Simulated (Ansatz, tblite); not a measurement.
# In(CO)H3 (CH₃InO): removing and adding an electron

Aim: the energy of removing and adding an electron for In(CO)H3 (CH₃InO), by energy differences, and how well orbital energies stand in for it.

Computed with Ansatz 0.2.0, Gaussian basis. Level: as each input shows.

The runs, in order: charge +1 doublet, at the geometry of the singlet (PBE0-D4/def2-TZVP, PBE-D4/def2-TZVP, r2SCAN-D4/def2-TZVP, CCSD(T)/def2-TZVPP); charge -1 doublet, at the geometry of the singlet (PBE0-D4/def2-TZVPD, PBE-D4/def2-TZVPD, r2SCAN-D4/def2-TZVPD, CCSD(T)/def2-TZVPD); the starting singlet's energies come from earlier runs.

2 further runs of the same task are left out: 2 set aside as unsound or not needed. Runs told in other sessions of the task aren't counted.

**1. The relaxed structure**

The geometry is that of the singlet, from an earlier relaxation (PBE-D4/def2-TZVP).

6 atoms, charge 0, spin multiplicity 1.

Atoms are counted from 1 here; the program's logs count them from 0.

Bond lengths: In1–C2 2.524 Å, In1–H4 1.738 Å, In1–H5 1.737 Å, In1–H6 1.738 Å, C2–O3 1.134 Å. Angles: C2–In1–H4 92.9°, C2–In1–H5 94.0°, C2–In1–H6 93.0°, H4–In1–H5 119.7°, H4–In1–H6 119.6°, H5–In1–H6 119.7°, In1–C2–O3 179.0°.

In takes a core potential in the def2 sets. No spin-orbit coupling is included.

**2. Charge +1 doublet at the fixed geometry, first pass, PBE0-D4/def2-SVP**

File in.yaml:

```yaml
crystal:
  periodic: [false, false, false]
  atoms:
    - {symbol: In, position_ang: [-0.014666, -0.001494, -0.980408]}
    - {symbol: C, position_ang: [0.016579, 0.011738, 1.543180]}
    - {symbol: O, position_ang: [0.041871, 0.001361, 2.676556]}
    - {symbol: H, position_ang: [1.719850, 0.001573, -1.088839]}
    - {symbol: H, position_ang: [-0.887362, 1.495793, -1.098347]}
    - {symbol: H, position_ang: [-0.876273, -1.508982, -1.052142]}
basis:
  gaussian: {orbitals: def2-SVP}
total_charge: 1
magnetization: {spin_polarized: true, initial_magnetization: 1}
hamiltonian: {xc: pbe0, dispersion: d4}
output: {orbitals: {seedname: orbitals}}
```

Run with:

```
> ansatz run in.yaml --threads 4 --pin off --events-out ev --progress --plain --max-ram 3916MiB
```

Log:

```text
Functional definition: PBE0
  name "PBE0"
  cite "Adamo & Barone, J. Chem. Phys. 110, 6158 (1999) doi:10.1063/1.478522"
  cite "Perdew, Burke & Ernzerhof, Phys. Rev. Lett. 77, 3865 (1996) doi:10.1103/PhysRevLett.77.3865"
  parent pbe
  parameter a = 0.25
  parameter kappa = 0.804
  parameter beta = 0.06672455060314922
  exchange = (1 - a)*pbe_x(kappa = kappa, mu = beta*pi^2/3) + a*exact_x
  correlation = pbe_c(beta = beta)
766 factors; integrals over basis functions are off by at most 9.8e-4 eV
mean field evaluation 1: about -8280.0322 eV, gradient 4.5e1 eV
mean field evaluation 2: about -8224.9709 eV, gradient 1.1e2 eV
mean field evaluation 4: about -8288.5605 eV, gradient 5.6e0 eV
mean field evaluation 8: about -8288.8825 eV, gradient 3.6e-1 eV
mean field evaluation 16: about -8288.8837 eV, gradient 2.1e-2 eV
mean field evaluation 32: about -8288.8838 eV, gradient 1.9e-5 eV
mean field evaluation 64: about -8288.8869 eV, gradient 5.5e-3 eV
mean field -8288.88687609 eV, -304.6109742871 hartree, gradient 3.1e-6 eV, S^2 0.763714; 6 other end points of the search recorded, 0 dependent functions left out
reference -8288.88690767 eV, -304.6109754474 hartree; 19, 18 occupied and 50, 51 virtual orbitals, 766 factors
Total energy: -8288.94568439 eV, -304.6131354521 hartree
```

Run time: 4.3 s. Hardware: 4 threads of AMD EPYC 7B13, shared host.

Report: HOMO -13.77 eV, LUMO -12.25 eV (over both spins); ⟨S²⟩ 0.764 (pure: 0.75); the next solution that the search met lies 0.003 eV higher.

**3. Charge +1 doublet at the fixed geometry, PBE0-D4/def2-TZVP**

start.molden holds the orbitals of an earlier run on this state, given as this run's starting guess.

in.yaml, as its differences from that of step 2:

```diff
@@ -10,3 +10,3 @@
 basis:
-  gaussian: {orbitals: def2-SVP}
+  gaussian: {orbitals: def2-TZVP, initial_orbitals: start.molden}
 total_charge: 1
@@ -14,2 +14,3 @@
 hamiltonian: {xc: pbe0, dispersion: d4}
+scf: {omitted_lower_state_checks: [starts]}
 output: {orbitals: {seedname: orbitals}}
```

The command is unchanged.

Log (excerpt; [...] marks lines left out):

```text
Functional definition: PBE0
  name "PBE0"
  cite "Adamo & Barone, J. Chem. Phys. 110, 6158 (1999) doi:10.1063/1.478522"
  cite "Perdew, Burke & Ernzerhof, Phys. Rev. Lett. 77, 3865 (1996) doi:10.1103/PhysRevLett.77.3865"
  parent pbe
[...]
944 factors; their error is unknown
[...]
mean field -8292.77074782 eV, -304.7537039403 hartree, gradient 1.7e-6 eV, S^2 0.763566; 0 other end points of the search recorded, 0 dependent functions left out
reference -8292.77077798 eV, -304.7537050489 hartree; 19, 18 occupied and 111, 112 virtual orbitals, 944 factors
Total energy: -8292.82955470 eV, -304.7558650536 hartree
Checks for a lower state left out: starts
```

Wall time 3.2 s (4 threads of AMD EPYC 7B13, shared host).

From the report: HOMO -13.80 eV, LUMO -12.23 eV (over both spins); ⟨S²⟩ 0.764 (pure: 0.75).

**4. Charge +1 doublet at the fixed geometry, PBE-D4/def2-TZVP**

in.yaml, as its differences from that of step 3:

```diff
@@ -13,3 +13,3 @@
 magnetization: {spin_polarized: true, initial_magnetization: 1}
-hamiltonian: {xc: pbe0, dispersion: d4}
+hamiltonian: {xc: pbe, dispersion: d4}
 scf: {omitted_lower_state_checks: [starts]}
```

Launched as before.

Log:

```text
Functional definition: PBE
  name "PBE"
  cite "Perdew, Burke & Ernzerhof, Phys. Rev. Lett. 77, 3865 (1996) doi:10.1103/PhysRevLett.77.3865"
  parent pbe
  parameter kappa = 0.804
  parameter beta = 0.06672455060314922
  exchange = pbe_x(kappa = kappa, mu = beta*pi^2/3)
  correlation = pbe_c(beta = beta)
these checks for a lower state are left out or cut short: starts
851 factors; their error is unknown
mean field evaluation 1: about -8292.9048 eV, gradient 5.4e0 eV
mean field evaluation 2: about -8293.0019 eV, gradient 1.2e-1 eV
mean field evaluation 4: about -8292.9980 eV, gradient 6.1e-3 eV
mean field evaluation 8: about -8292.9980 eV, gradient 3.7e-5 eV
mean field -8292.99800515 eV, -304.7620554935 hartree, gradient 1.4e-5 eV, S^2 0.757333; 0 other end points of the search recorded, 0 dependent functions left out
reference -8292.99804735 eV, -304.7620570443 hartree; 19, 18 occupied and 111, 112 virtual orbitals, 851 factors
Total energy: -8293.06709685 eV, -304.7645945664 hartree
Checks for a lower state left out: starts
```

Run time: 1.6 s. Hardware: 4 threads of AMD EPYC 7B13, shared host.

From the report: HOMO -12.84 eV, LUMO -13.00 eV (over both spins; with the spin held, an empty level of the minority spin lies below the top filled one); ⟨S²⟩ 0.757 (pure: 0.75).

**5. Charge +1 doublet at the fixed geometry, r2SCAN-D4/def2-TZVP**

in.yaml, as its differences from that of step 4:

```diff
@@ -13,3 +13,3 @@
 magnetization: {spin_polarized: true, initial_magnetization: 1}
-hamiltonian: {xc: pbe, dispersion: d4}
+hamiltonian: {xc: r2scan, dispersion: d4}
 scf: {omitted_lower_state_checks: [starts]}
```

Same command.

Log:

```text
Functional definition: r2SCAN
  name "r2SCAN"
  cite "Furness, Kaplan, Ning, Perdew & Sun, J. Phys. Chem. Lett. 11, 8208 (2020) doi:10.1021/acs.jpclett.0c02405"
  cite "Furness, Kaplan, Ning, Perdew & Sun, J. Phys. Chem. Lett. 11, 9248 (2020) doi:10.1021/acs.jpclett.0c03077"
  parent r2scan
  parameter k0 = 0.174
  parameter k1 = 0.065
  parameter a1 = 4.9479
  exchange = r2scan_x(k0 = k0, k1 = k1, a1 = a1)
  correlation = r2scan_c
these checks for a lower state are left out or cut short: starts
851 factors; their error is unknown
mean field evaluation 1: about -8296.6997 eV, gradient 3.2e0 eV
mean field evaluation 2: about -8296.7321 eV, gradient 4.0e-2 eV
mean field evaluation 4: about -8296.7308 eV, gradient 1.3e-3 eV
mean field evaluation 8: about -8296.7308 eV, gradient 8.1e-6 eV
mean field -8296.73077863 eV, -304.8992323884 hartree, gradient 8.3e-6 eV, S^2 0.764643; 0 other end points of the search recorded, 0 dependent functions left out
reference -8296.73079167 eV, -304.8992328677 hartree; 19, 18 occupied and 111, 112 virtual orbitals, 851 factors
Total energy: -8296.74672172 eV, -304.8998182865 hartree
Checks for a lower state left out: starts
```

It took 4.3 s on 4 threads of AMD EPYC 7B13, shared host.

Report: HOMO -13.05 eV, LUMO -12.86 eV (over both spins); ⟨S²⟩ 0.765 (pure: 0.75).

**6. Charge +1 doublet at the fixed geometry, CCSD(T)/def2-TZVPP**

in.yaml, as its differences from that of step 5:

```diff
@@ -10,7 +10,7 @@
 basis:
-  gaussian: {orbitals: def2-TZVP, initial_orbitals: start.molden}
+  gaussian: {orbitals: def2-TZVPP, initial_orbitals: start.molden}
 total_charge: 1
 magnetization: {spin_polarized: true, initial_magnetization: 1}
-hamiltonian: {xc: r2scan, dispersion: d4}
-scf: {omitted_lower_state_checks: [starts]}
+correlation: {method: ccsd_t}
+scf: {omitted_lower_state_checks: [starts, cluster_reference]}
 output: {orbitals: {seedname: orbitals}}
```

Same command.

Log (excerpt; [...] marks lines left out):

```text
Functional definition: HF
  name "HF"
  cite "Fock, Z. Phys. 61, 126 (1930) doi:10.1007/BF01340294"
  parent pbe
[...]
1115 factors; integrals over basis functions are off by at most 1.3e-3 eV
[...]
mean field -8254.44058283 eV, -303.3450963582 hartree, gradient 3.0e-6 eV, S^2 0.776327; 0 other end points of the search recorded, 0 dependent functions left out
6 core orbitals not correlated: weight in the atoms' cores, before any rotation towards them, 1.000 or more for the frozen orbitals, at most 0.000 for the correlated occupied ones
reference -8254.44058283 eV, -303.3450963582 hartree; 13, 12 occupied and 135, 136 virtual orbitals, 1115 factors
second order -17.60230659 eV of doubles, -0.00000000 eV of singles
cycle   1  -17.10404048 eV  change    5.0e-1 eV  update   1.3e-1
[...]
cycle  18  -17.92874840 eV  change   -1.2e-5 eV  update   2.1e-5
perturbative correction -0.72696514 eV, -0.0267154763 hartree
Total energy: -8273.09629637 eV, -304.0306811854 hartree
Checks for a lower state left out: starts, cluster_reference
```

It took 63 s on 4 threads of AMD EPYC 7B13, shared host; peak memory 3 GiB.

Hartree-Fock HOMO -16.17 eV, LUMO -8.61 eV (over both spins); ⟨S²⟩ 0.776 (pure: 0.75); T1 0.027.

**7. Vertical ionisation energy**

Charged state less starting state, singlet to doublet; the starting state's energies are those of its earlier runs.

Differences are taken before rounding.

```csv
method,vertical ionisation energy (eV),from CCSD(T)/def2-TZVPP (eV),time
HF/def2-TZVPP,9.64,-0.63,
PBE-D4/def2-TZVP,9.95,-0.33,2.3 s
r2SCAN-D4/def2-TZVP,10.04,-0.23,5.7 s
PBE0-D4/def2-TZVP,10.14,-0.13,4 s
MP2/def2-TZVPP,10.26,-0.01,
CCSD/def2-TZVPP,10.30,+0.03,
CCSD(T)/def2-TZVPP,10.27,0,76 s
```

Times add the two runs; a level without a time comes out of a correlated run.

Beside −ε(HOMO) of the starting state:

```csv
level,−ε(HOMO) (eV),by difference (eV),mismatch (eV)
PBE-D4/def2-TZVP,6.80,9.95,-3.15
r2SCAN-D4/def2-TZVP,7.08,10.04,-2.96
PBE0-D4/def2-TZVP,7.94,10.14,-2.20
```

**8. Charge -1 doublet at the fixed geometry, first pass, PBE0-D4/def2-SVP**

in.yaml, as its differences from that of step 6:

```diff
@@ -10,7 +10,6 @@
 basis:
-  gaussian: {orbitals: def2-TZVPP, initial_orbitals: start.molden}
-total_charge: 1
+  gaussian: {orbitals: def2-SVP}
+total_charge: -1
 magnetization: {spin_polarized: true, initial_magnetization: 1}
-correlation: {method: ccsd_t}
-scf: {omitted_lower_state_checks: [starts, cluster_reference]}
+hamiltonian: {xc: pbe0, dispersion: d4}
 output: {orbitals: {seedname: orbitals}}
```

Launched as before.

Log (excerpt; [...] marks lines left out):

```text
Functional definition: PBE0
  name "PBE0"
  cite "Adamo & Barone, J. Chem. Phys. 110, 6158 (1999) doi:10.1063/1.478522"
  cite "Perdew, Burke & Ernzerhof, Phys. Rev. Lett. 77, 3865 (1996) doi:10.1103/PhysRevLett.77.3865"
  parent pbe
[...]
766 factors; integrals over basis functions are off by at most 9.8e-4 eV
[...]
mean field -8298.41648585 eV, -304.9611809864 hartree, gradient 4.2e-6 eV, S^2 0.752896; 5 other end points of the search recorded, 0 dependent functions left out
reference -8298.41652128 eV, -304.9611822885 hartree; 20, 19 occupied and 49, 50 virtual orbitals, 766 factors
Total energy: -8298.51376024 eV, -304.9647557540 hartree
```

Wall time 4.9 s (4 threads of AMD EPYC 7B13, shared host).

Report: HOMO 2.81 eV, LUMO 4.02 eV (over both spins); ⟨S²⟩ 0.753 (pure: 0.75). Doubts: highest occupied level lies above zero.

**9. Charge -1 doublet at the fixed geometry, PBE0-D4/def2-TZVPD**

in.yaml, as its differences from that of step 8:

```diff
@@ -10,3 +10,3 @@
 basis:
-  gaussian: {orbitals: def2-SVP}
+  gaussian: {orbitals: def2-TZVPD, initial_orbitals: start.molden}
 total_charge: -1
@@ -14,2 +14,3 @@
 hamiltonian: {xc: pbe0, dispersion: d4}
+scf: {omitted_lower_state_checks: [starts]}
 output: {orbitals: {seedname: orbitals}}
```

The command is unchanged.

Log (excerpt; [...] marks lines left out):

```text
Functional definition: PBE0
  name "PBE0"
  cite "Adamo & Barone, J. Chem. Phys. 110, 6158 (1999) doi:10.1063/1.478522"
  cite "Perdew, Burke & Ernzerhof, Phys. Rev. Lett. 77, 3865 (1996) doi:10.1103/PhysRevLett.77.3865"
  parent pbe
[...]
1024 factors; their error is unknown
[...]
mean field -8302.70880749 eV, -305.1189208971 hartree, gradient 9.8e-6 eV, S^2 0.752776; 0 other end points of the search recorded, 0 dependent functions left out
reference -8302.70885292 eV, -305.1189225666 hartree; 20, 19 occupied and 140, 141 virtual orbitals, 1024 factors
Total energy: -8302.80609187 eV, -305.1224960322 hartree
Checks for a lower state left out: starts
```

Run time: 5.5 s. Hardware: 4 threads of AMD EPYC 7B13, shared host; peak memory 0.57 GiB.

From the report: HOMO 1.87 eV, LUMO 2.68 eV (over both spins); ⟨S²⟩ 0.753 (pure: 0.75). Doubts: highest occupied level lies above zero.

**10. Charge -1 doublet at the fixed geometry, PBE-D4/def2-TZVPD**

in.yaml, as its differences from that of step 9:

```diff
@@ -13,3 +13,3 @@
 magnetization: {spin_polarized: true, initial_magnetization: 1}
-hamiltonian: {xc: pbe0, dispersion: d4}
+hamiltonian: {xc: pbe, dispersion: d4}
 scf: {omitted_lower_state_checks: [starts]}
```

Launched as before.

Log:

```text
Functional definition: PBE
  name "PBE"
  cite "Perdew, Burke & Ernzerhof, Phys. Rev. Lett. 77, 3865 (1996) doi:10.1103/PhysRevLett.77.3865"
  parent pbe
  parameter kappa = 0.804
  parameter beta = 0.06672455060314922
  exchange = pbe_x(kappa = kappa, mu = beta*pi^2/3)
  correlation = pbe_c(beta = beta)
these checks for a lower state are left out or cut short: starts
942 factors; their error is unknown
mean field evaluation 1: about -8302.7761 eV, gradient 5.4e0 eV
mean field evaluation 2: about -8302.8957 eV, gradient 2.2e-1 eV
mean field evaluation 4: about -8302.8943 eV, gradient 2.8e-2 eV
mean field evaluation 8: about -8302.8943 eV, gradient 2.3e-5 eV
mean field evaluation 16: about -8302.8943 eV, gradient 2.6e-6 eV
mean field -8302.89434026 eV, -305.1257391005 hartree, gradient 2.6e-6 eV, S^2 0.751498; 0 other end points of the search recorded, 0 dependent functions left out
reference -8302.89439376 eV, -305.1257410666 hartree; 20, 19 occupied and 140, 141 virtual orbitals, 942 factors
Total energy: -8303.00839920 eV, -305.1299306894 hartree
Checks for a lower state left out: starts
```

Wall time 3.7 s (4 threads of AMD EPYC 7B13, shared host).

HOMO 2.13 eV, LUMO 2.20 eV (over both spins); ⟨S²⟩ 0.751 (pure: 0.75). Doubts: highest occupied level lies above zero.

**11. Charge -1 doublet at the fixed geometry, r2SCAN-D4/def2-TZVPD**

in.yaml, as its differences from that of step 10:

```diff
@@ -13,3 +13,3 @@
 magnetization: {spin_polarized: true, initial_magnetization: 1}
-hamiltonian: {xc: pbe, dispersion: d4}
+hamiltonian: {xc: r2scan, dispersion: d4}
 scf: {omitted_lower_state_checks: [starts]}
```

The command is unchanged.

Log (excerpt; [...] marks lines left out):

```text
Functional definition: r2SCAN
  name "r2SCAN"
  cite "Furness, Kaplan, Ning, Perdew & Sun, J. Phys. Chem. Lett. 11, 8208 (2020) doi:10.1021/acs.jpclett.0c02405"
  cite "Furness, Kaplan, Ning, Perdew & Sun, J. Phys. Chem. Lett. 11, 9248 (2020) doi:10.1021/acs.jpclett.0c03077"
  parent r2scan
[...]
942 factors; their error is unknown
[...]
mean field -8306.68336131 eV, -305.2649830561 hartree, gradient 6.6e-6 eV, S^2 0.753840; 0 other end points of the search recorded, 0 dependent functions left out
reference -8306.68342636 eV, -305.2649854465 hartree; 20, 19 occupied and 140, 141 virtual orbitals, 942 factors
Total energy: -8306.71102400 eV, -305.2659996409 hartree
Checks for a lower state left out: starts
```

It took 6.5 s on 4 threads of AMD EPYC 7B13, shared host.

Report: HOMO 2.24 eV, LUMO 2.36 eV (over both spins); ⟨S²⟩ 0.754 (pure: 0.75). Doubts: highest occupied level lies above zero.

**12. Charge -1 doublet at the fixed geometry, CCSD(T)/def2-TZVPD**

in.yaml, as its differences from that of step 11:

```diff
@@ -13,4 +13,4 @@
 magnetization: {spin_polarized: true, initial_magnetization: 1}
-hamiltonian: {xc: r2scan, dispersion: d4}
-scf: {omitted_lower_state_checks: [starts]}
+correlation: {method: ccsd_t}
+scf: {omitted_lower_state_checks: [starts, cluster_reference]}
 output: {orbitals: {seedname: orbitals}}
```

Same command.

Log (excerpt; [...] marks lines left out):

```text
Functional definition: HF
  name "HF"
  cite "Fock, Z. Phys. 61, 126 (1930) doi:10.1007/BF01340294"
  parent pbe
[...]
1222 factors; integrals over basis functions are off by at most 1.0e-3 eV
[...]
mean field -8263.16859405 eV, -303.6658448545 hartree, gradient 2.2e-6 eV, S^2 0.762701; 0 other end points of the search recorded, 0 dependent functions left out
6 core orbitals not correlated: weight in the atoms' cores, before any rotation towards them, 1.000 or more for the frozen orbitals, at most 0.000 for the correlated occupied ones
reference -8263.16859405 eV, -303.6658448545 hartree; 14, 13 occupied and 140, 141 virtual orbitals, 1222 factors
second order -18.15086626 eV of doubles, -0.00000000 eV of singles
cycle   1  -18.02927363 eV  change    1.2e-1 eV  update   1.2e-1
[...]
cycle  22  -18.71128971 eV  change    5.9e-6 eV  update   2.7e-5
perturbative correction -0.69699431 eV, -0.0256140683 hartree
Total energy: -8282.57687806 eV, -304.3790861365 hartree
Checks for a lower state left out: starts, cluster_reference
```

Run time: 1.7 min. Hardware: 4 threads of AMD EPYC 7B13, shared host; peak memory 3.3 GiB.

From the report: Hartree-Fock HOMO -0.47 eV, LUMO 3.92 eV (over both spins); ⟨S²⟩ 0.763 (pure: 0.75); T1 0.023.

**13. Vertical electron affinity**

Starting state less charged state (positive: the electron is bound), singlet to doublet; the starting state's energies are those of its earlier runs.

Differences are taken before rounding.

```csv
method,vertical electron affinity (eV),from CCSD(T)/def2-TZVPD (eV),time
HF/def2-TZVPD,-0.91,-0.28,
PBE-D4/def2-TZVPD,-0.02,+0.61,4.7 s
r2SCAN-D4/def2-TZVPD,-0.09,+0.54,8.1 s
PBE0-D4/def2-TZVPD,-0.18,+0.46,6.7 s
MP2/def2-TZVPD,-0.80,-0.17,
CCSD/def2-TZVPD,-0.63,0.00,
CCSD(T)/def2-TZVPD,-0.63,0,2 min
```

Times add the two runs; a level without a time comes out of a correlated run.

Beside −ε(LUMO) of the starting state:

```csv
level,−ε(LUMO) (eV),by difference (eV),mismatch (eV)
PBE-D4/def2-TZVPD,3.14,-0.02,+3.16
r2SCAN-D4/def2-TZVPD,2.94,-0.09,+3.03
PBE0-D4/def2-TZVPD,2.00,-0.18,+2.18
```

**14. Summary of results**

```
                                             quantity                                 value
 vertical ionisation energy, functionals in def2-TZVP   9.95 (PBE-D4) to 10.14 eV (PBE0-D4)
       vertical ionisation energy, CCSD(T)/def2-TZVPP                              10.27 eV
vertical electron affinity, functionals in def2-TZVPD  -0.18 (PBE0-D4) to -0.02 eV (PBE-D4)
       vertical electron affinity, CCSD(T)/def2-TZVPD                              -0.63 eV
```

The vertical ionisation energy spans 9.95 to 10.14 eV over the functionals, beside 10.27 eV from CCSD(T)/def2-TZVPP. −ε(HOMO) misses the level's own difference by -2.20 eV at best (PBE0-D4) and -3.15 eV at worst (PBE-D4). The reference is CCSD(T) in one finite basis, so it carries an error of its own, often a tenth of an eV or more, and near misses can't be ranked. The vertical electron affinity spans -0.18 to -0.02 eV over the functionals, beside -0.63 eV from CCSD(T)/def2-TZVPD. A negative affinity means an unbound electron, held by the basis alone. −ε(LUMO) misses the level's own difference by +2.18 eV at best (PBE0-D4) and +3.16 eV at worst (PBE-D4).
